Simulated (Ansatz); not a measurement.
# HfB: relaxation of cell and atoms with BLYP+D4

HfB:

```
Hf B
1.0
     0.00000    2.31000    2.31000
     2.31000    0.00000    2.31000
     2.31000    2.31000    0.00000
Hf B
1 1
Direct
  0.50000 0.50000 0.50000
  0.00000 0.00000 0.00000
```

| Quantity | Value |
| --- | --- |
| Program | Ansatz 0.2.0 |
| Task | relaxation of cell and atoms |
| Functional | BLYP |
| Dispersion | D4 |
| Potentials or basis | Ansatz PAW |
| Cutoff | 420 eV (not typed: the program's choice for these potentials) |
| k mesh | 10 × 10 × 10 |
| Occupations | fermi-dirac, width 0.05 eV |
| Spin | no spin polarisation |

```
Relaxed volume                         : 14.00 Å³/atom
Relaxed cell                           : a = 3.408 Å, b = 3.408 Å, c = 3.408 Å, α = 60.00°, β = 60.00°, γ = 60.00°
Space group after relaxing (to 0.05 Å) : Fm-3m (No. 225)
Energy gained by relaxing              : 128.2 meV/atom
Ionic steps                            : 7
Pressure after relaxing                : 0.0 GPa
Band gap on the k mesh                 : none (metal or under the smearing width)
```

Step by step:
| step | energy change (eV) | largest force (eV/Å) | volume (Å³) |
| --- | --- | --- | --- |
| 1 | 0.0000 | 0.0000 | 24.65 |
| 2 | -0.2486 | 0.0000 | 28.44 |
| 3 | -0.2527 | 0.0000 | 28.05 |
| 4 | -0.2528 | 0.0000 | 27.98 |
| 5 | -0.2563 | 0.0000 | 27.98 |
| 6 | -0.2563 | 0.0000 | 27.99 |
| 7 | -0.2563 | 0.0000 | 27.99 |

Final structure:
```yaml
crystal:
  lattice:
    - [0.00000, 2.40997, 2.40997]
    - [2.40997, 0.00000, 2.40997]
    - [2.40997, 2.40997, 0.00000]
  atoms:
    - { symbol: Hf, position: [0.50000, 0.50000, 0.50000] }
    - { symbol: B, position: [0.00000, 0.00000, 0.00000] }
```

Levels at points of the mesh, in eV from the Fermi level:
| k point | band 13 | band 14 | band 15 | band 16 | band 17 | band 18 |
| --- | --- | --- | --- | --- | --- | --- |
| (0.00, 0.00, 0.00) | 2.04 | 2.04 | 2.04 | 3.58 | 3.58 | 3.58 |
| (0.00, 0.00, -0.50) | -4.38 | -1.20 | -1.20 | 5.55 | 5.55 | 6.41 |
| (0.00, -0.50, -0.50) | -1.07 | -0.68 | 2.01 | 2.01 | 5.29 | 6.64 |

It took 12 s on 2 threads of Arm Neoverse N1, with other jobs on the host, peak memory 0.32 GiB.

Caveat: the plane-wave basis is chosen anew once the cell has moved, so the energies of steps on either side of that aren't comparable; the volume moved by +14 % from the deposited cell, more than functionals usually miss; pairwise dispersion overbinds metals, which lowers pressure and volume; the PAW data sets come from PBE, with cores solved anew for the run's functional, which leaves a small shift of forces and pressure. Spin-orbit coupling is left out, which matters for the levels of Hf.
